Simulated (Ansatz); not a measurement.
# Al2Ge3B3N: one candidate of a structure search

Where does this trial cell of Al2Ge3B3N go when cell and atoms are let free?

Computed with Ansatz 0.2.0 (DFT PBE, scalar-relativistic, plane waves, PAW, unless a step's input says otherwise).

**1. The starting structure**

Symmetry: P4/mmm, No. 123, tetragonal system. The conventional cell has a = 4.538 Å, b = 4.538 Å, c = 5.732 Å, α = 90.00°, β = 90.00°, γ = 90.00°. Al (site symmetry 4mm) is surrounded by 5 B at 1.83 to 2.50 Å and 1 Al at 2.08 Å. Around Ge (site symmetry mmm) lie 2 B at 2.27 Å and 2 N at 2.27 Å. Ge (site symmetry 4/mmm) is surrounded by 4 B at 2.27 Å. Around B (site symmetry mmm) lie 2 Ge at 2.27 Å and 4 Al at 2.50 Å. Around B (site symmetry 4/mmm) lie 2 Al at 1.83 Å and 4 Ge at 2.27 Å. Around N (site symmetry 4/mmm) lie 4 Ge at 2.27 Å.

As a file:

```
Al Ge B N
1.0
     4.53750    0.00000    0.00000
     0.00000    4.53750    0.00000
     0.00000    0.00000    5.73224
Al Ge B N
2 3 3 1
Direct
  0.00000 0.00000 0.81853
  0.00000 0.00000 0.18147
  0.00000 0.50000 0.50000
  0.50000 0.00000 0.50000
  0.50000 0.50000 0.00000
  0.00000 0.50000 0.00000
  0.50000 0.00000 0.00000
  0.00000 0.00000 0.50000
  0.50000 0.50000 0.50000
```

A structure generator made this guess: random cell by space group and Wyckoff sites (P4/mmm, No. 123). The dimensions are guesses.

**2. A first look at the guess**

Input file input.yaml:

```yaml
crystal:
  lattice:
    - [4.53750218, 0.0, 0.0]
    - [0.0, 4.53750218, 0.0]
    - [0.0, 0.0, 5.73224281]
  atoms:
    - { symbol: Al, position: [0.0, 0.0, 0.81853278] }
    - { symbol: Al, position: [0.0, 0.0, 0.18146722] }
    - { symbol: Ge, position: [0.0, 0.5, 0.5] }
    - { symbol: Ge, position: [0.5, 0.0, 0.5] }
    - { symbol: Ge, position: [0.5, 0.5, 0.0] }
    - { symbol: B, position: [0.0, 0.5, 0.0] }
    - { symbol: B, position: [0.5, 0.0, 0.0] }
    - { symbol: B, position: [0.0, 0.0, 0.5] }
    - { symbol: "N", position: [0.5, 0.5, 0.5] }
basis:
  ecutwfc: 420
kpoints:
  mp_grid: { grid: [4, 4, 4] }
hamiltonian:
  xc: pbe
scf:
  occupations: { method: gaussian, width: 0.1 }
  lower_state_search: "off"
output:
  forces: true
  stress: true
  eigenvalues: true
```

Command:

```bash
> ansatz run input.yaml --threads 1 --pin off --max-ram 2048MiB --backend cpu --events-out ev --progress --plain --runs-dir out
```

What it wrote, shortened:

```text
[...]
SCF converged after 8 iterations
Free energy (F): -14802.566103 eV
[...]
E sigma→0 (E₀):  -14802.553816 eV
Entropy (-TS):   -0.024573 eV (-2.730 meV/atom)
Fermi energy:    9.400376 eV
[...]
--- Forces (eV/Å), atoms counted from 1 ---
  atom   1  Al     0.00000000     0.00000000    -0.34606645
  atom   2  Al     0.00000000     0.00000000     0.34606645
  atom   3  Ge     0.00000000     0.00000000     0.00000000
  atom   4  Ge     0.00000000     0.00000000     0.00000000
  atom   5  Ge     0.00000000     0.00000000     0.00000000
  atom   6  B     -0.00000000     0.00000000     0.00000000
  atom   7  B     -0.00000000     0.00000000     0.00000000
  atom   8  B     -0.00000000     0.00000000     0.00000000
[...]
--- Stress (GPa, compression-positive) ---
      -10.969184       0.000000       0.000000
        0.000000     -10.969184       0.000000
        0.000000       0.000000      31.451072
  P = ⅓ Tr σ = 3.1709 GPa (31.709 kbar)
--- Band table (eV; the first three rows and the last of 18) ---
[...]
```

Wall time 3.7 s (1 thread of INTEL XEON PLATINUM 8581C at 2.30GHz (Emerald Rapids), shared host); peak memory 0.46 GiB.

Read-out: pressure 3.2 GPa, largest force 0.35 eV/Å, gap on this mesh none (metal). A guess like this is first relaxed loosely on the coarse mesh.

**3. Rough relaxation on the coarse mesh**

Changes to input.yaml since step 2:

```diff
@@ -28 +28,6 @@
   eigenvalues: true
+relax:
+  adjacent_minimum: "off"
+  f_tol: 0.04
+  max_steps: 70
+  cell: { stress_tol: 0.4 }
```

Command:

```bash
> ansatz run input.yaml --threads 1 --pin off --max-ram 2048MiB --backend cpu --events-out ev --progress --plain --runs-dir out
```

What it wrote:

```text
Warning: RAYON_NUM_THREADS=1 ignored (pool sized by the plan → 1); use --threads N
Engine: ansatz 0.2.0, x86_64-unknown-linux-gnu
Pseudopotentials: kind: paw
Pseudopotential: Al, paw, valence charge 3, recommended cutoff 420 eV (normal), Al.paw.azcp
Pseudopotential: Ge, paw, valence charge 14, recommended cutoff 420 eV (normal), Ge.paw.azcp
Pseudopotential: B, paw, valence charge 3, recommended cutoff 420 eV (normal), B.paw.azcp
Pseudopotential: N, paw, valence charge 5, recommended cutoff 420 eV (normal), N.paw.azcp
Functional definition: PBE
  parameter kappa = 0.804
  parameter beta = 0.06672455060314922
  exchange = pbe_x(kappa = kappa, mu = beta*pi^2/3)
  correlation = pbe_c(beta = beta)
Crystal: 9 atoms, lattice volume = 118.021 Å³
Basis set: ecut = 420 eV, 2323 PW (Γ), exchange–correlation on 64×64×80 points (8 copies of the dense FFT grid, shifted against one another)
Bands: 40, of which v1, the nominal top of the filled ones, is band 31 counted from 1 (30 counted from 0)
Symmetry: 16 space group operations
Space group: P4/mmm (ITA 123), of the structure as read, at distance tolerance 4.9e-5 Å
k-points: 18 of 64
Non-local potential: Al, projectors of the file, l = 0: 2, l = 1: 2, l = 2: 1
Non-local potential: Ge, projectors of the file, l = 0: 2, l = 1: 2, l = 2: 3, l = 3: 1
Non-local potential: B, projectors of the file, l = 0: 2, l = 1: 2, l = 2: 1
Non-local potential: N, projectors of the file, l = 0: 2, l = 1: 2, l = 2: 1
PAW form: soft (Blöchl's): semilocal exchange-correlation on the pseudo side does not see the compensation charge
PAW one-centre angular grid: Al, 110 points (default); XC on 64 Gauss nodes
PAW one-centre angular grid: Ge, 590 points (default); XC on 64 Gauss nodes
PAW one-centre angular grid: B, 110 points (default); XC on 64 Gauss nodes
PAW one-centre angular grid: N, 110 points (default); XC on 64 Gauss nodes
Initial density: superposition of atomic densities (neutral atoms: chi_scale 0, normalization atom), corrected by the library's trained network
Initial wavefunctions: pseudopotential atomic-orbital guess
Functional: x = pbe(κ = 0.804, μ = 0.2195149727645171), c = pbe(β = 0.06672455060314922)
SCF iter   1: F=—  HF=-14802.666709 eV  |F-HF|=—  |Δ(HF+E_count)|=         —  Δρ=1.21e-2  dr2=5.78e-1  ethr=1.77e-3  ⟨swp⟩=7.4  Hψ=3001  notcnv=0  defer=1
preconditioner: auto → Kerker (q_TF=auto, 2.451 Å⁻¹)  [metal: Δε(μ)=0.062 eV  Ē_g=17.796 eV  σ=0.100 eV  W_gap=0.33  n_scr=28 (ndim 8)  ℏωp=26.9 eV  f_vac=0.000  D(μ)=4.50/eV (n_scr^D=36)]
SCF iter   2: F=—  HF=-14802.613736 eV  |F-HF|=—  |Δ(HF+E_count)|=   5.30e-2  Δρ=7.38e-3  dr2=2.50e-1  ethr=9.33e-4  ⟨swp⟩=1.1  Hψ=865  notcnv=0  defer=6
SCF iter   3: F=—  HF=-14802.570600 eV  |F-HF|=—  |Δ(HF+E_count)|=   4.31e-2  Δρ=1.99e-3  dr2=1.30e-2  ethr=4.04e-4  ⟨swp⟩=2.3  Hψ=896  notcnv=0  defer=6
SCF iter   4: F=—  HF=-14802.566566 eV  |F-HF|=—  |Δ(HF+E_count)|=   4.03e-3  Δρ=9.38e-4  dr2=1.99e-3  ethr=2.10e-5  ⟨swp⟩=2.0  Hψ=1059  notcnv=0  defer=38
SCF iter   5: F=—  HF=-14802.566025 eV  |F-HF|=—  |Δ(HF+E_count)|=   5.41e-4  Δρ=3.61e-4  dr2=1.52e-4  ethr=3.21e-6  ⟨swp⟩=2.0  Hψ=1030  notcnv=0  defer=38
SCF iter   6: F=—  HF=-14802.566009 eV  |F-HF|=—  |Δ(HF+E_count)|=   1.65e-5  Δρ=7.88e-5  dr2=8.21e-6  ethr=2.45e-7  ⟨swp⟩=2.3  Hψ=851  notcnv=0  defer=38
SCF iter   7: F=—  HF=-14802.566103 eV  |F-HF|=—  |Δ(HF+E_count)|=   9.46e-5  Δρ=2.45e-5  dr2=5.32e-7  ethr=1.32e-8  ⟨swp⟩=2.0  Hψ=1235  notcnv=0  defer=55
SCF iter   8: F=-14802.566103 eV  HF=-14802.566103 eV  |F-HF|=4.73e-8  |Δ(HF+E_count)|=   5.45e-7  Δρ=9.77e-6  dr2=8.67e-8  ethr=1.61e-10  ⟨swp⟩=9.7  Hψ=3238  notcnv=0
SCF 1 converged in 8 iterations: F = -14802.566103 eV  dr2 = 8.67e-8
relax step   1: F+E_penalty+E_count = -14802.56610268 eV  Δ(F+E_penalty+E_count) = +0.000e0 eV  max|allowed force component| = 3.461e-1 eV/Å  Δτ_max = 0.0000 Å  P = +3.171 GPa  Ω = 118.021 Å³  (8 SCF iters, dr2 threshold 1.00e-7 eV, accepted)
Crystal: 9 atoms, lattice volume = 118.271 Å³
Basis set: ecut = 420 eV, 2365 PW (Γ), exchange–correlation on 64×64×80 points (8 copies of the dense FFT grid, shifted against one another)
Initial density: handed on by an earlier stage of this run
Initial wavefunctions: those handed on with the density
iter 1 solved again at ethr=3.22e-4 eV; its pass at ethr=3.10e-3 eV (dr2=2.00e-1 eV) is discarded
SCF iter   1: F=—  HF=-14803.765893 eV  |F-HF|=—  |Δ(HF+E_count)|=         —  Δρ=1.00e-2  dr2=2.03e-1  ethr=3.22e-4  ⟨swp⟩=1.1  Hψ=3612  notcnv=0
preconditioner: auto → Kerker (q_TF=auto, 2.450 Å⁻¹)  [metal: Δε(μ)=0.032 eV  Ē_g=17.918 eV  σ=0.100 eV  W_gap=0.18  n_scr=28 (ndim 8)  ℏωp=26.9 eV  f_vac=0.000  D(μ)=3.57/eV (n_scr^D=28)]
SCF iter   2: F=—  HF=-14803.732178 eV  |F-HF|=—  |Δ(HF+E_count)|=   3.37e-2  Δρ=5.10e-3  dr2=6.32e-2  ethr=3.22e-4  ⟨swp⟩=1.1  Hψ=721  notcnv=0
SCF iter   3: F=—  HF=-14803.717806 eV  |F-HF|=—  |Δ(HF+E_count)|=   1.44e-2  Δρ=8.61e-4  dr2=2.97e-3  ethr=1.02e-4  ⟨swp⟩=2.0  Hψ=867  notcnv=0
SCF iter   4: F=—  HF=-14803.717324 eV  |F-HF|=—  |Δ(HF+E_count)|=   4.82e-4  Δρ=4.86e-4  dr2=4.62e-4  ethr=4.79e-6  ⟨swp⟩=2.0  Hψ=1267  notcnv=0
SCF iter   5: F=—  HF=-14803.716934 eV  |F-HF|=—  |Δ(HF+E_count)|=   3.89e-4  Δρ=1.88e-4  dr2=1.04e-4  ethr=7.45e-7  ⟨swp⟩=2.0  Hψ=1222  notcnv=0
SCF iter   6: F=—  HF=-14803.716915 eV  |F-HF|=—  |Δ(HF+E_count)|=   1.91e-5  Δρ=4.47e-5  dr2=4.73e-6  ethr=1.68e-7  ⟨swp⟩=1.8  Hψ=778  notcnv=0
SCF iter   7: F=-14803.716914 eV  HF=-14803.716915 eV  |F-HF|=3.90e-7  |Δ(HF+E_count)|=   6.80e-7  Δρ=1.36e-5  dr2=2.60e-7  ethr=1.45e-9  ⟨swp⟩=7.0  Hψ=3197  notcnv=0
SCF 2 converged in 7 iterations: F = -14803.716914 eV  dr2 = 2.60e-7
relax step   2: F+E_penalty+E_count = -14803.71691420 eV  Δ(F+E_penalty+E_count) = -1.151e0 eV  max|allowed force component| = 6.827e-1 eV/Å  Δτ_max = 0.0229 Å  P = +1.456 GPa  Ω = 118.271 Å³  energy of the carried Pulay correction = -2.577e-4 eV  (7 SCF iters, dr2 threshold 9.00e-7 eV, accepted)
Crystal: 9 atoms, lattice volume = 116.824 Å³
Basis set: ecut = 420 eV, 2253 PW (Γ), exchange–correlation on 64×64×80 points (8 copies of the dense FFT grid, shifted against one another)
iter 1 solved again at ethr=4.08e-4 eV; its pass at ethr=3.10e-3 eV (dr2=2.53e-1 eV) is discarded
SCF iter   1: F=—  HF=-14804.371736 eV  |F-HF|=—  |Δ(HF+E_count)|=         —  Δρ=1.28e-2  dr2=2.57e-1  ethr=4.08e-4  ⟨swp⟩=1.1  Hψ=3482  notcnv=0
preconditioner: auto → Kerker (q_TF=auto, 2.455 Å⁻¹)  [metal: Δε(μ)=0.042 eV  Ē_g=17.979 eV  σ=0.100 eV  W_gap=0.23  n_scr=28 (ndim 8)  ℏωp=27.1 eV  f_vac=0.000  D(μ)=4.43/eV (n_scr^D=36)]
SCF iter   2: F=—  HF=-14804.323433 eV  |F-HF|=—  |Δ(HF+E_count)|=   4.83e-2  Δρ=6.37e-3  dr2=6.57e-2  ethr=4.08e-4  ⟨swp⟩=1.4  Hψ=735  notcnv=0
SCF iter   3: F=—  HF=-14804.306213 eV  |F-HF|=—  |Δ(HF+E_count)|=   1.72e-2  Δρ=9.36e-4  dr2=1.53e-3  ethr=1.06e-4  ⟨swp⟩=2.0  Hψ=926  notcnv=0
SCF iter   4: F=—  HF=-14804.305850 eV  |F-HF|=—  |Δ(HF+E_count)|=   3.63e-4  Δρ=4.29e-4  dr2=2.76e-4  ethr=2.47e-6  ⟨swp⟩=2.0  Hψ=1280  notcnv=0
SCF iter   5: F=—  HF=-14804.305492 eV  |F-HF|=—  |Δ(HF+E_count)|=   3.57e-4  Δρ=1.72e-4  dr2=4.82e-5  ethr=4.46e-7  ⟨swp⟩=2.0  Hψ=1209  notcnv=0
SCF iter   6: F=—  HF=-14804.305486 eV  |F-HF|=—  |Δ(HF+E_count)|=   6.32e-6  Δρ=5.26e-5  dr2=4.22e-6  ethr=7.77e-8  ⟨swp⟩=2.6  Hψ=1250  notcnv=0
SCF iter   7: F=-14804.305486 eV  HF=-14804.305486 eV  |F-HF|=7.97e-8  |Δ(HF+E_count)|=   2.61e-7  Δρ=1.21e-5  dr2=2.85e-7  ethr=1.45e-9  ⟨swp⟩=6.3  Hψ=2824  notcnv=0
SCF 3 converged in 7 iterations: F = -14804.305486 eV  dr2 = 2.85e-7
relax step   3: F+E_penalty+E_count = -14804.30548629 eV  Δ(F+E_penalty+E_count) = -5.886e-1 eV  max|allowed force component| = 1.768e-2 eV/Å  Δτ_max = 0.0103 Å  P = +3.147 GPa  Ω = 116.824 Å³  energy of the carried Pulay correction = +1.242e-3 eV  (7 SCF iters, dr2 threshold 9.00e-7 eV, accepted)
[... from here on, the SCF cycles and remarks between the steps are left out ...]
relax step   4: F+E_penalty+E_count = -14804.41851985 eV  Δ(F+E_penalty+E_count) = -1.130e-1 eV  max|allowed force component| = 5.070e-1 eV/Å  Δτ_max = 0.0158 Å  P = -0.266 GPa  Ω = 120.673 Å³  energy of the carried Pulay correction = -2.709e-3 eV  (7 SCF iters, dr2 threshold 9.00e-7 eV, accepted)
relax step   5: F+E_penalty+E_count = -14804.45539017 eV  Δ(F+E_penalty+E_count) = -3.687e-2 eV  max|allowed force component| = 3.149e-1 eV/Å  Δτ_max = 0.0089 Å  P = -0.493 GPa  Ω = 120.613 Å³  energy of the carried Pulay correction = -2.648e-3 eV  (7 SCF iters, dr2 threshold 9.00e-7 eV, accepted)
relax step   6: F+E_penalty+E_count = -14804.46144090 eV  Δ(F+E_penalty+E_count) = -6.051e-3 eV  max|allowed force component| = 3.780e-2 eV/Å  Δτ_max = 0.0120 Å  P = +0.421 GPa  Ω = 119.916 Å³  energy of the carried Pulay correction = -1.942e-3 eV  (6 SCF iters, dr2 threshold 9.00e-7 eV, accepted)
relax step   7: F+E_penalty+E_count = -14804.46221620 eV  Δ(F+E_penalty+E_count) = -7.753e-4 eV  max|allowed force component| = 3.573e-2 eV/Å  Δτ_max = 0.0005 Å  P = -0.160 GPa  Ω = 120.327 Å³  energy of the carried Pulay correction = -2.359e-3 eV  (6 SCF iters, dr2 threshold 9.00e-7 eV, accepted)
relax step   8: F+E_penalty+E_count = -14804.51213397 eV  Δ(F+E_penalty+E_count) = -4.992e-2 eV  max|allowed force component| = 3.598e-2 eV/Å  Δτ_max = 0.0000 Å  P = +0.326 GPa  Ω = 120.327 Å³  stress off target by 1.39e0 GPa  SCF on the basis re-selected at this cell (its energy is not comparable with the rows above)  (7 SCF iters)
relax step   9: F+E_penalty+E_count = -14804.51580742 eV  Δ(F+E_penalty+E_count) = -3.673e-3 eV  max|allowed force component| = 8.629e-4 eV/Å  Δτ_max = 0.0001 Å  P = +0.222 GPa  Ω = 120.760 Å³  energy of the carried Pulay correction = -4.659e-4 eV  (6 SCF iters, dr2 threshold 9.00e-7 eV, accepted)
relax step  10: F+E_penalty+E_count = -14804.51590614 eV  Δ(F+E_penalty+E_count) = -9.872e-5 eV  max|allowed force component| = 5.029e-3 eV/Å  Δτ_max = 0.0002 Å  P = +0.032 GPa  Ω = 121.088 Å³  energy of the carried Pulay correction = -8.262e-4 eV  (6 SCF iters, dr2 threshold 4.76e-7 eV, accepted)
iter 1 solved again at ethr=2.03e-7 eV; its pass at ethr=3.10e-3 eV (dr2=1.26e-4 eV) is discarded
SCF iter   1: F=—  HF=-14804.514729 eV  |F-HF|=—  |Δ(HF+E_count)|=         —  Δρ=4.80e-4  dr2=6.07e-6  ethr=2.03e-7  ⟨swp⟩=2.5  Hψ=4330  notcnv=0
preconditioner: auto → Kerker (q_TF=auto, 2.440 Å⁻¹)  [metal: Δε(μ)=0.065 eV  Ē_g=17.868 eV  σ=0.100 eV  W_gap=0.33  n_scr=36 (ndim 8)  ℏωp=26.6 eV  f_vac=0.000  D(μ)=2.33/eV (n_scr^D=14)]
SCF iter   2: F=—  HF=-14804.516229 eV  |F-HF|=—  |Δ(HF+E_count)|=   1.50e-3  Δρ=2.43e-4  dr2=1.51e-6  ethr=9.78e-9  ⟨swp⟩=2.0  Hψ=939  notcnv=0
SCF iter   3: F=—  HF=-14804.516705 eV  |F-HF|=—  |Δ(HF+E_count)|=   4.76e-4  Δρ=7.75e-6  dr2=1.07e-8  ethr=2.44e-9  ⟨swp⟩=2.0  Hψ=828  notcnv=0
iter 4 did not close the SCF: its close was put off for the readings that it lacked (scf_convergence_deferred on its scf_iter line)
SCF iter   4: F=-14804.516705 eV  HF=-14804.516705 eV  |F-HF|=2.59e-9  |Δ(HF+E_count)|=   4.29e-7  Δρ=1.30e-6  dr2=3.36e-9  ethr=1.73e-11  ⟨swp⟩=2.0  Hψ=1266  notcnv=0
iter 5 did not close the SCF: its close was put off for the readings that it lacked (scf_convergence_deferred on its scf_iter line)
SCF iter   5: F=-14804.516705 eV  HF=-14804.516705 eV  |F-HF|=5.86e-10  |Δ(HF+E_count)|=  2.80e-10  Δρ=6.45e-7  dr2=1.43e-9  ethr=5.41e-12  ⟨swp⟩=2.0  Hψ=1005  notcnv=0
SCF iter   6: F=-14804.516705 eV  HF=-14804.516705 eV  |F-HF|=5.09e-11  |Δ(HF+E_count)|=  6.91e-11  Δρ=1.76e-7  dr2=1.08e-10  ethr=2.31e-12  ⟨swp⟩=2.6  Hψ=2031  notcnv=0
SCF 11 converged in 6 iterations: F = -14804.516705 eV  dr2 = 1.08e-10
relax step  11: F+E_penalty+E_count = -14804.51670529 eV  Δ(F+E_penalty+E_count) = -7.992e-4 eV  max|allowed force component| = 4.827e-3 eV/Å  Δτ_max = 0.0000 Å  P = +0.031 GPa  Ω = 121.088 Å³  stress off target by 4.70e-2 GPa  SCF on the basis re-selected at this cell (its energy is not comparable with the rows above)  (6 SCF iters)
basis re-selected at this cell: Δ(F+E_penalty+E_count) = -7.992e-4 eV, ΔP = -0.001 GPa vs the last step (what re-selecting the basis moved, of the pressure what is left beyond the Pulay correction that the steps carried, after the strain that the cell walked since its last selection, with what the two solves' SCF thresholds leave and, on support functions, any second-order correction that the steps lacked; it is no measure of the basis error at this ecutwfc). This SCF's stress stands 4.70e-2 GPa from its target on what of the cell is left free (relax.cell.stress_tol is 4.00e-1 GPa) and its largest allowed force component is 4.83e-3 eV/Å (relax.f_tol is 4.00e-2 eV/Å): within both
SCF converged after 6 iterations
Free energy (F): -14804.516705 eV
Harris-Foulkes:  -14804.516705 eV  (|F-HF|=5.09e-11)
Internal energy: -14804.505032 eV  (E = F + TS)
E sigma→0 (E₀):  -14804.510869 eV
Entropy (-TS):   -0.011674 eV (-1.297 meV/atom)
Fermi energy:    9.377990 eV
--- Per-component energies (eV) ---
  E_band       = -347.128081
  E_kinetic    = 643.922056
  E_local      = -8151.226563  (includes V_loc(G=0)·N_el)
  E_nonlocal   = 1357.908425
  E_hartree    = 3604.115147
  E_xc         = -459.314362
  E_vxc        = -438.315828  (∫ρ·V_xc dr)
  E_paw        = -7354.387000  (= ΣΔE_a)
  E_vpaw       = -967.647129  (= ΣTr[D̂ρ^β])
  E_aug_tail   = 0.000739  (compensation charges beyond the density's cutoff)
  E_ewald      = -4445.523474
  E_smearing   = -0.011674  (= −TS)
  E_closure    = -0.000000  (closes the sum)
  Σ components = -14804.516705   (vs F -14804.516705, Δ=0.00e0)
--- Forces (eV/Å), atoms counted from 1 ---
  atom   1  Al     0.00000000     0.00000000     0.00482682
  atom   2  Al     0.00000000     0.00000000    -0.00482682
  atom   3  Ge     0.00000000     0.00000000     0.00000000
  atom   4  Ge    -0.00000000     0.00000000     0.00000000
  atom   5  Ge     0.00000000     0.00000000     0.00000000
  atom   6  B      0.00000000    -0.00000000     0.00000000
  atom   7  B     -0.00000000     0.00000000     0.00000000
  atom   8  B     -0.00000000    -0.00000000     0.00000000
  atom   9  N      0.00000000     0.00000000     0.00000000
  max |Σ_I F_I| component: 8.67e-19 eV/Å
--- Stress (GPa, compression-positive) ---
        0.023031       0.000000       0.000000
        0.000000       0.023031       0.000000
        0.000000       0.000000       0.047032
  P = ⅓ Tr σ = 0.0310 GPa (0.310 kbar)
--- Band table (eV; the first three rows and the last of 18) ---
  k-point 0: bands = ["-15.5949", "-15.5178", "-15.5170", "-15.5107", "-15.5107", "-15.4848", "-15.4826", "-15.4826", "-15.4711", "-15.4186", "-15.4186", "-15.3942", "-15.3704", "-15.3341", "-15.3030", "-6.1320", "-2.7804", "-0.3551", "1.7909", "2.7265", "2.7265", "3.2997", "4.4339", "4.4339", "5.3358", "5.4164", "7.1626", "7.2018", "7.2018", "7.7179", "8.7943", "9.6655", "9.7422", "9.7422", "11.3305", "11.3305", "11.8357", "13.6491", "13.8120", "13.9465"]
  k-point 1: bands = ["-15.5949", "-15.5178", "-15.5168", "-15.5106", "-15.5106", "-15.4850", "-15.4826", "-15.4826", "-15.4711", "-15.4187", "-15.4187", "-15.3942", "-15.3704", "-15.3341", "-15.3030", "-6.1138", "-2.8625", "-0.4675", "2.3846", "2.7691", "2.7691", "3.3767", "4.3440", "4.3440", "5.1472", "5.1731", "6.3606", "7.2003", "7.2003", "7.8372", "9.4337", "9.6391", "9.6561", "9.6561", "11.9470", "11.9470", "12.4401", "12.7785", "13.3931", "13.9729"]
  k-point 2: bands = ["-15.5949", "-15.5177", "-15.5167", "-15.5105", "-15.5105", "-15.4851", "-15.4826", "-15.4826", "-15.4711", "-15.4187", "-15.4187", "-15.3942", "-15.3705", "-15.3341", "-15.3030", "-6.0951", "-2.9432", "-0.5477", "2.8161", "2.8161", "3.2250", "3.4706", "4.2515", "4.2515", "4.8841", "4.8944", "5.4084", "7.1999", "7.1999", "8.1810", "9.5360", "9.5920", "9.5920", "10.5033", "11.5225", "12.7895", "12.8299", "13.2616", "13.2616", "13.7665"]
  k-point 17: bands = ["-15.5622", "-15.5622", "-15.5193", "-15.5156", "-15.4844", "-15.4837", "-15.4753", "-15.4453", "-15.4453", "-15.4205", "-15.4205", "-15.3957", "-15.3957", "-15.3696", "-15.3075", "-4.9062", "-0.8247", "-0.8247", "-0.6552", "-0.3892", "1.1385", "1.1385", "1.5790", "5.8562", "7.3996", "7.7940", "7.7940", "8.4758", "8.4758", "8.8516", "9.3162", "9.3162", "9.3809", "12.0406", "12.1256", "12.8976", "14.2019", "15.0517", "15.0517", "15.4275"]
--- Relaxed structure (9 steps of the walk, 9 accepted, 2 SCFs on fresh bases) ---
  F+E_penalty+E_count = -14804.51670529 eV   max|allowed force component| = 4.827e-3 eV/Å   (the final SCF, on the basis selected at the relaxed cell)
  cell:  # Å, volume = 121.0876 Å³
    - [4.268024747848535, -3.877713490498149e-33, 0.0]
    - [-3.877713490498149e-33, 4.268024747848535, 0.0]
    - [0.0, 0.0, 6.647307699041572]
  atoms:
    - { symbol: Al, position: [-1.9852208249153094e-35, 7.937659417101347e-36, 0.8171608599967215] }
    - { symbol: Al, position: [6.528592461103576e-35, -3.06729397840992e-36, 0.18283914000327844] }
    - { symbol: Ge, position: [-1.1104202922890747e-34, 0.49999999999999994, 0.49999999999999994] }
    - { symbol: Ge, position: [0.49999999999999994, -1.0445379494044637e-35, 0.49999999999999994] }
    - { symbol: Ge, position: [0.49999999999999994, 0.49999999999999994, 0.0] }
    - { symbol: B, position: [7.233241077765317e-35, 0.49999999999999994, 0.0] }
    - { symbol: B, position: [0.49999999999999994, 1.1398727622469302e-35, 0.0] }
    - { symbol: B, position: [-2.2505003041291403e-35, 1.2849474774419935e-36, 0.49999999999999994] }
    - { symbol: N, position: [0.49999999999999994, 0.49999999999999994, 0.49999999999999994] }
```

It took 37 s on 1 thread of INTEL XEON PLATINUM 8581C at 2.30GHz (Emerald Rapids), shared host; peak memory 0.48 GiB.

The steps of the relaxation:

```csv
step,E - E(step 1) (eV/cell),largest force component (eV/Å),pressure (GPa),volume (Å³)
1,0.0000,0.3461,3.17,118.02
2,-1.1508,0.6827,1.46,118.27
3,-1.7394,0.0177,3.15,116.82
4,-1.8524,0.5070,-0.27,120.67
5,-1.8893,0.3149,-0.49,120.61
6,-1.8953,0.0378,0.42,119.92
7,-1.8961,0.0357,-0.16,120.33
8,-1.9460,0.0360,0.33,120.33
9,-1.9497,0.0009,0.22,120.76
10,-1.9498,0.0050,0.03,121.09
11,-1.9506,0.0048,0.03,121.09
```

Step 1 is the start. Steps 8, 11 each repeat the geometry before them on a plane-wave basis chosen anew, so the energy can jump there without any move.

|  | before | after | change |
| --- | --- | --- | --- |
| a (Å) | 4.538 | 4.268 | -5.9 % |
| b (Å) | 4.538 | 4.268 | -5.9 % |
| c (Å) | 5.732 | 6.647 | +16.0 % |
| volume (Å³/atom) | 13.11 | 13.45 | +2.6 % |
| shortest distance (Å) | 1.826 | 2.108 | +15.5 % |
| space group (0.01 Å) | P4/mmm | P4/mmm | same |

Forces and stress were held to the start's 16 operations: a distortion of lower symmetry was not tested.

(Part 1 of 2 ends here.)
